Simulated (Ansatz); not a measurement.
I need a fixed-spin-moment curve of MnS, space group F-43m. Use the Python package of Ansatz (0.2.0). Use (first run): PBEsol, PAW, cutoff 420 eV, 6×6×6 k-points, Methfessel-Paxton smearing of 0.15 eV, collinear spin, D4 dispersion.

```xyz
2
Lattice="0.0000 2.8000 2.8000 2.8000 0.0000 2.8000 2.8000 2.8000 0.0000" Properties=species:S:1:pos:R:3 pbc="T T T"
Mn    0.0000    0.0000    0.0000
S     1.4000    1.4000    1.4000
```

Script `mns_fsm.py`:
```python
"""Fixed-spin-moment curve of MnS."""

from dataclasses import dataclass
import warnings

import ansatz as az
import numpy as np


@dataclass
class Options:
    xc: str = "PBEsol"
    dispersion: str = "d4"
    cutoff: int = 420
    tolerance: float = 1e-05


opts = Options()

warnings.simplefilter("ignore", az.DeckWarning)

vectors = np.array([
    [0.0, 2.8, 2.8],
    [2.8, 0.0, 2.8],
    [2.8, 2.8, 0.0],
])
mns = (
    az.Lattice.of(vectors)
    .atom("Mn", (0.0, 0.0, 0.0))
    .atom("S", (0.25, 0.25, 0.25))
)

calculation = (
    mns.calculation()
    .functional(opts.xc, dispersion=opts.dispersion)
    .pseudopotentials("paw")
    .basis(opts.cutoff)
    .kpoints(6, center="gamma")
    .occupations(az.OccupationsMethod.METHFESSEL_PAXTON, width=150 * az.meV)
    .mixing("anderson")
    .scf(tolerance=opts.tolerance)
)
# a hard lock holds the total moment, with one Fermi level a spin
rows = []
for total in [0.0, 1.2, 2.4, 3.6, 4.8]:
    report = calculation.spin("collinear", total=total, lock="hard").run(threads=1).report
    up, down = report["spin_fermi_energies_ev"]
    rows.append((total, report["free_energy_ev"], up - down, report["absolute_magnetization_mub"]))
reference = rows[0][1]
rows = [(m, 1000 * (e - reference), split, size) for m, e, split, size in rows]
print("     total muB    F - F(0) meV  EF up - down eV    absolute muB")
for row in rows:
    print(f"{str(row[0]):>14s}  {row[1]:14.2f}  {row[2]:15.4f}  {row[3]:14.3f}")
best = min(rows, key=lambda row: row[1])
print(f"lowest at {best[0]} muB per cell, {best[1]:.1f} meV against the first point")
```

```console
$ python mns_fsm.py
RunWarning: this spin-polarised run has no starting moment large enough to seed its density, and nothing else in its deck makes the two spin channels differ, so an SCF from that start keeps the magnetisation at zero until it first converges, unless a state found ahead of a linear-response series gives it moments [...]
     total muB    F - F(0) meV  EF up - down eV    absolute muB
           0.0            0.00           0.0000           0.000
           1.2         -125.43          -0.4430           1.461
           2.4         -544.47          -0.8628           2.738
           3.6        -1120.60          -0.9632           3.753
           4.8        -1525.49          -0.0785           4.800
lowest at 4.8 muB per cell, -1525.5 meV against the first point
```
(Warnings from the package without file and line, shortened.)

The settings weren't tested for convergence. Dispersion corrections can be off by several per cent in the lattices of metals, and by several GPa in the pressure at a fixed cell. The mesh is modest for a metal, so energies can be off by several to tens of meV an atom and pressures by half a GPa or more; differences at equal mesh fare better. With one magnetic atom the cell can hold only ferromagnetic order. Without a Hubbard U or exact exchange, semilocal functionals often make such 3d compounds metallic or too weakly gapped. The structure is a deposited one; some such entries were measured under pressure or heat, so a shift against it needn't be the functional's error alone. Only points where the Fermi levels of the two spins meet (minima, maxima and zero moment) are free solutions; a shallow minimum can lie between the points. The script silences the warnings on its input, which a real study should read. It ran for 36 s on 1 thread of Arm Neoverse V1, on a shared host, peak memory 0.47 GiB.
